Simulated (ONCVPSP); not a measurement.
# Pseudopotential generation for gallium: ONCV, LDA (Perdew-Wang 92)

Task: generate the file, and judge it by its errors in other configurations, its logarithmic derivatives, its ghosts and its cutoff.

Method: ONCVPSP 4.0.1.1 (patched build), LDA (Perdew-Wang 92), scalar-relativistic.

**1. The atom and the settings**

The settings as typed:

| Property | Result |
| --- | --- |
| element | gallium (Ga, Z = 31) |
| type | optimised norm-conserving Vanderbilt (ONCV) |
| frozen core | [Ar] |
| valence charge | 13 |
| reference configuration | 3d10 4s1 (charge +2) |
| partial waves | 4s: rc 1.95 bohr, ncon 4, nbas 8, qcut 3.1 1/bohr, 3 projectors, debl 3.8 Ha; p scattering state at 0.28 Ha: rc 1.70 bohr, ncon 4, nbas 9, qcut 5.5 1/bohr, 3 projectors, debl 2.4 Ha; 3d: rc 1.00 bohr, ncon 4, nbas 9, qcut 13.7 1/bohr, local; f scattering state at 0.19 Ha: rc 1.50 bohr, ncon 4, nbas 8, qcut 7.9 1/bohr, 1 projector |
| local potential | the d channel |
| core correction | Teter function, fcfact 3.75, rcfact 1.25 |

The outer shells as boxes (Hund's rule for the drawing; the calculation is spin-unpolarised):

```
[Ar] core
3d [↑↓][↑↓][↑↓][↑↓][↑↓]
4s [↑ ]
```

The nodes and maxima of the atom's own shells, from an earlier all-electron run, set the scale for the radii.

All-electron outer shells of the reference configuration (LDA (PZ), scalar-relativistic, ld1.x):

```json
{"shell": "3p", "level (eV)": "-119.13", "outermost node (bohr)": "0.24", "outermost maximum (bohr)": "0.56"}
{"shell": "3d", "level (eV)": "-39.74", "outermost node (bohr)": "–", "outermost maximum (bohr)": "0.53"}
{"shell": "4s", "level (eV)": "-26.48", "outermost node (bohr)": "0.80", "outermost maximum (bohr)": "1.78"}
{"shell": "4p", "level (eV)": "-18.04", "outermost node (bohr)": "0.86", "outermost maximum (bohr)": "2.10"}
```

**2. The generation run**

Ga.dat

```
# ATOM AND REFERENCE CONFIGURATION
# atsym  z   nc   nv     iexc    psfile
  Ga 31.00    5    2  -001012      upf
#
#   n    l    f
    1    0    2.00
    2    0    2.00
    2    1    6.00
    3    0    2.00
    3    1    6.00
    3    2   10.00
    4    0    1.00
#
# PSEUDOPOTENTIAL AND OPTIMIZATION
# lmax
    3
#
#   l,   rc,      ep,       ncon, nbas, qcut
    0    1.95    0.00    4    8    3.10
    1    1.70    0.28    4    9    5.50
    2    1.00    0.00    4    9   13.70
    3    1.50    0.19    4    8    7.90
#
# LOCAL POTENTIAL
# lloc, lpopt,  rc(5),   dvloc0
    2    5    1.00    0.00
#
# VANDERBILT-KLEINMAN-BYLANDER PROJECTORs
# l, nproj, debl
    0    3    3.80
    1    3    2.40
    2    0    0.50
    3    1    2.30
#
# MODEL CORE CHARGE
# icmod, fcfact, rcfact
    3    3.75    1.25
#
# LOG DERIVATIVE ANALYSIS
# epsh1, epsh2, depsh
   -3.00    5.00    0.02
#
# OUTPUT GRID
# rlmax, drl
    6.00    0.01
#
# TEST CONFIGURATIONS
# ncnf
    4
# nvcnf
#   n    l    f
    3
    3    2   10.00
    4    0    2.00
    4    1    1.00
#
    2
    3    2   10.00
    4    0    2.00
#
    2
    3    2   10.00
    4    0    0.00
#
    3
    3    2    9.00
    4    0    2.00
    4    1    2.00
#
```

Command:

```console
$ oncvpsp.x < Ga.dat > Ga.out
```

Before running it: what results should come out? Wanted: cutoffs for 1 and 0.1 mHa per electron, occupied waves; bound ghosts; GHOST(+) flags; largest test error; largest phase difference near zero energy, channels read; rms error of d²Exc/dn², without and with the model core; projector energies reset by the program.

As calculated:

| quantity | value |
| --- | --- |
| cutoffs for 1 and 0.1 mHa per electron, occupied waves | 85 Ha and 118 Ha |
| bound ghosts | s at -105.17 eV, p at -330.10 eV, p at -33.44 eV |
| GHOST(+) flags | p at 2340 eV |
| largest test error (AE − PS) | +2.1 meV, for 3d10 4s2 (2 tests unsolved) |
| largest phase difference near zero energy, channels read | 0.027 rad |
| rms error of d²Exc/dn², without and with the model core | 10.06 and 6.41 mHa |
| projector energies reset by the program | p: 0.050, 2.450, 4.850 Ha |

In words: A bound ghost (s, p) makes it unfit for use: electrons can fall into a state that the atom doesn't have. The worst unpolarised test, 3d10 4s2, is off by 2.1 meV on 21.5 eV; by total energies transferability rates as very good where solved. Atomic tests can pass in spite of a ghost, since they solve only for the levels asked. Of the tests 2 gave no usable energy difference, which is a warning in itself. It counts as very hard, with 85 Ha needed at the looser tolerance. The 3d wave sets it; 4s needs 23 Ha. Near zero energy the phases of the channels with partial waves agree within 0.027 rad. The pseudo curves have a pole with no partner nearby in the atom's: p at -1.22 Ha. The program also flags highly localised states, GHOST(+) (p).
